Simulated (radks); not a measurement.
# Ge²⁺ in [Ar] 3d10 4s2: an all-electron calculation

An exercise on one series of results from a longer session: the logs are not shown, and one member is left open.

The numbers are computed with radks (a radial shooting solver on a logarithmic mesh, Libxc functionals) version 1 (scalar-relativistic Kohn-Sham, r2SCAN, spin-polarised, spherical densities, finite nucleus), except any that are marked as measured or tabulated.

**The atom as given**

- element: germanium (Z = 32)
- charge: +2
- electrons: 30
- configuration: [Ar] 3d10 4s2
- nuclear rms radius: 4.0742 fm

Outer shells as boxes (Hund's rule):

Ge²⁺
```
[Ar] core
3d [↑↓][↑↓][↑↓][↑↓][↑↓]
4s [↑↓]
```

Set-up of the first run:

The run's settings:

```text
Z 32
configuration [Ar] 3d10 4s2
relativity scalar-relativistic
functional r2scan,r2scan
spin polarised
nucleus finite rms 4.0742 fm
c 137.035999084
```

One of the session's tables, all rows but one given; the rest of the session is left out.

It belongs to the step «Radial structure». Sizes of the orbitals, from the radial functions (bohr):

| level | <r> | outermost maximum (interpolated) | 90 % within | nodes |
| --- | --- | --- | --- | --- |
| 1s | 0.04701 | 0.0307 | 0.0840 | 0 |
| 2s | 0.2097 | 0.176 | 0.324 | 1 |
| 2p | ? | ? | ? | ? |
| 3s | 0.6233 | 0.542 | 0.932 | 2 |
| 3p | 0.6464 | 0.543 | 0.993 | 1 |
| 3d | 0.7300 | 0.506 | 1.23 | 0 |
| 4s | 1.943 | 1.68 | 2.87 | 3 |

Q: Estimate the row for 2p from the others.

**Answer.** <r>: 0.1837; outermost maximum (interpolated): 0.141; 90 % within: 0.300; nodes: 0. In the column «<r>» it lies between 1s (0.04701) and 2s (0.2097).
